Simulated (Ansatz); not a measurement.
# CH5NZn: up Jacob's ladder to CCSD(T)

One table from this session's results is given with a row withheld; the runs are named, their logs left out.

The runs use Ansatz 0.2.0, Gaussian basis; functionals in def2-TZVPP, the program's frozen cores in correlated methods.

Levels to be run: LDA (SPW92), PBE-D4, revPBE-D4, BLYP-D4, r2SCAN-D4, B97M-V, PBE0-D4, B3LYP-D4, r2SCANh-D4, r2SCAN0-D4, HSE06-D4, BHLYP-D4, CAM-B3LYP-D4, LC-ωPBE, ωB97X-V, ωB97M-V, B2PLYP, PBE-QIDH; CCSD(T)/def2-SVP; CCSD(T)/def2-TZVPP; MP2/def2-QZVPP; extrapolation to the limit; RPA on PBE.

## The geometry

The geometry comes from an earlier relaxation with PBE0-D4 in a triple-zeta def2 set; it is a stationary point, not always the lowest conformer.

SMILES `C[NH][ZnH]`, 8 atoms, charge 0, spin multiplicity 1.

Atoms are counted from 1 here; the program's logs count them from 0.

Bond lengths: C1–N2 1.444 Å, C1–H4 1.099 Å, C1–H5 1.093 Å, C1–H6 1.099 Å, N2–Zn3 1.809 Å, N2–H7 1.007 Å, Zn3–H8 1.521 Å. Angles: N2–C1–H4 112.8°, N2–C1–H5 110.6°, N2–C1–H6 112.8°, H4–C1–H5 106.5°, H4–C1–H6 107.3°, H5–C1–H6 106.5°, C1–N2–Zn3 128.3°, C1–N2–H7 112.0°, Zn3–N2–H7 119.7°, N2–Zn3–H8 179.9°.

Set-up of the first run:

Input file in.yaml:

```yaml
crystal:
  periodic: [false, false, false]
  atoms:
    - {symbol: C, position_ang: [-0.678650, 0.810389, -0.194809]}
    - {symbol: N, position_ang: [0.576159, 0.130629, 0.023867]}
    - {symbol: Zn, position_ang: [0.860858, -1.631806, 0.318249]}
    - {symbol: H, position_ang: [-0.728137, 1.307280, -1.173752]}
    - {symbol: H, position_ang: [-1.510730, 0.101885, -0.164130]}
    - {symbol: H, position_ang: [-0.889048, 1.571938, 0.569046]}
    - {symbol: H, position_ang: [1.357723, 0.765697, -0.000265]}
    - {symbol: H, position_ang: [1.103924, -3.113010, 0.565993]}
basis:
  gaussian: {orbitals: def2-TZVPP}
hamiltonian: {xc: lda}
output: {orbitals: {seedname: orbitals}}
```

Launch:

```sh
ansatz run in.yaml --threads 2 --pin off --events-out ev --progress --plain --max-ram 4352MiB
```

Steps of the session up to this table: LDA; PBE-D4 (GGA); revPBE-D4 (GGA); BLYP-D4 (GGA); r2SCAN-D4 (meta-GGA); B97M-V (meta-GGA); PBE0-D4 (hybrid); B3LYP-D4 (hybrid); r2SCANh-D4 (hybrid); r2SCAN0-D4 (hybrid); HSE06-D4 (hybrid); BHLYP-D4 (hybrid); CAM-B3LYP-D4 (range-separated); LC-ωPBE (range-separated); ωB97X-V (range-separated); ωB97M-V (range-separated); B2PLYP (double hybrid); PBE-QIDH (double hybrid).

One table of the session follows, with a row left open; its other results are not shown here.

It belongs to the step «Frontier levels by functional». 

| functional | HOMO (eV) | gap (eV) |
| --- | --- | --- |
| LDA (SPW92) | -4.94 | 3.66 |
| PBE-D4 | -4.79 | 3.70 |
| revPBE-D4 | -4.72 | 3.73 |
| BLYP-D4 | -4.69 | 3.63 |
| r2SCAN-D4 | -4.99 | 4.33 |
| B97M-V | -5.07 | 4.04 |
| PBE0-D4 | -6.03 | 5.68 |
| B3LYP-D4 | -5.84 | 5.21 |
| r2SCANh-D4 | -5.47 | 5.05 |
| r2SCAN0-D4 | -6.19 | 6.12 |
| HSE06-D4 | ? | ? |
| BHLYP-D4 | -7.24 | 7.48 |
| CAM-B3LYP-D4 | -7.44 | 7.83 |
| LC-ωPBE | -8.81 | 10.29 |
| ωB97X-V | -8.44 | 9.79 |
| ωB97M-V | -8.37 | 9.34 |

Estimate the missing values for HSE06-D4.

As computed: HOMO (eV): -5.62; gap (eV): 4.93. In the column «HOMO (eV)» it lies between B3LYP-D4 (-5.84) and r2SCANh-D4 (-5.47).
